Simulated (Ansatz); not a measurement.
# CH7Ge3N: the cost of one run

Program: the Python package of Ansatz 0.2.0. The levels of theory stand in the script. These are calculated values, not measurements.

## Step 1: Starting point

Bond lengths: N1–C2 1.157 Å, C2–Ge3 1.893 Å, Ge3–Ge4 2.392 Å, Ge3–Ge5 2.392 Å, Ge3–H6 1.550 Å, Ge4–H7 1.550 Å, Ge4–H8 1.550 Å, Ge4–H9 1.550 Å, Ge5–H10 1.550 Å, Ge5–H11 1.550 Å, Ge5–H12 1.550 Å. Angles (14 of 19 angles, heavy atoms first): N1–C2–Ge3 180.0°, C2–Ge3–Ge4 109.4°, C2–Ge3–Ge5 109.4°, Ge4–Ge3–Ge5 109.2°, C2–Ge3–H6 109.6°, Ge4–Ge3–H6 109.6°, Ge5–Ge3–H6 109.6°, Ge3–Ge4–H7 109.3°, Ge3–Ge4–H8 109.4°, Ge3–Ge4–H9 109.3°, Ge3–Ge5–H10 109.3°, Ge3–Ge5–H11 109.3°, Ge3–Ge5–H12 109.4°, H7–Ge4–H8 109.7°.

No structure file is read: the coordinates are typed or built in the script.

## Step 2: The script

Contents of disp.py:

```python
import ansatz

BASIS = "def2-SVP"

GEOMETRY = """
N     0.23640    3.28620   -0.76350
C     0.12720    2.25120   -0.25820
Ge   -0.05130    0.55690    0.56810
Ge    1.91740   -0.73840    0.15590
Ge   -1.94650   -0.57810   -0.35030
H    -0.24370    0.73990    2.09510
H     1.76720   -2.12770    0.82640
H     3.14940   -0.00500    0.74450
H     2.10020   -0.91820   -1.37270
H    -2.08750   -1.96770    0.32150
H    -1.74420   -0.75870   -1.87630
H    -3.22460    0.25950   -0.09050
"""


def main() -> None:
    mol = ansatz.Crystal.molecule()
    for line in GEOMETRY.strip().splitlines():
        symbol, *xyz = line.split()
        mol = mol.atom(symbol, [float(v) for v in xyz])

    calculation = mol.calculation().basis(gaussian=BASIS)
    for name in ["r2scan", "b3lyp"]:
        for correction in ("d3bj", "d4"):
            summary = calculation.functional(name, dispersion=correction).run(threads=1, pin="off").report
            print(f"{name:8s} {correction:5s} total {summary['free_energy_ev']:.5f} eV, of which dispersion {1000 * summary['dispersion']['energy']['ev']:.2f} meV")


if __name__ == "__main__":
    main()
```

## Step 3: The input behind the calls

The engine receives this input (first run):

```yaml
crystal:
  periodic: [false, false, false]
  atoms:
    - { symbol: "N", position_ang: [0.2364, 3.2862, -0.7635] }
    - { symbol: C, position_ang: [0.1272, 2.2512, -0.2582] }
    - { symbol: Ge, position_ang: [-0.0513, 0.5569, 0.5681] }
    - { symbol: Ge, position_ang: [1.9174, -0.7384, 0.1559] }
    - { symbol: Ge, position_ang: [-1.9465, -0.5781, -0.3503] }
    - { symbol: H, position_ang: [-0.2437, 0.7399, 2.0951] }
    - { symbol: H, position_ang: [1.7672, -2.1277, 0.8264] }
    - { symbol: H, position_ang: [3.1494, -0.005, 0.7445] }
    - { symbol: H, position_ang: [2.1002, -0.9182, -1.3727] }
    - { symbol: H, position_ang: [-2.0875, -1.9677, 0.3215] }
    - { symbol: H, position_ang: [-1.7442, -0.7587, -1.8763] }
    - { symbol: H, position_ang: [-3.2246, 0.2595, -0.0905] }
basis:
  gaussian:
    orbitals: def2-SVP
hamiltonian:
  xc: r2scan
  dispersion: d3bj
```

## Step 4: Launch

Command:

```console
$ python disp.py
```

What time and memory should one allow on 1 thread of Arm Neoverse V1, shared host?

About 51 s, with a peak of 0.55 GiB.
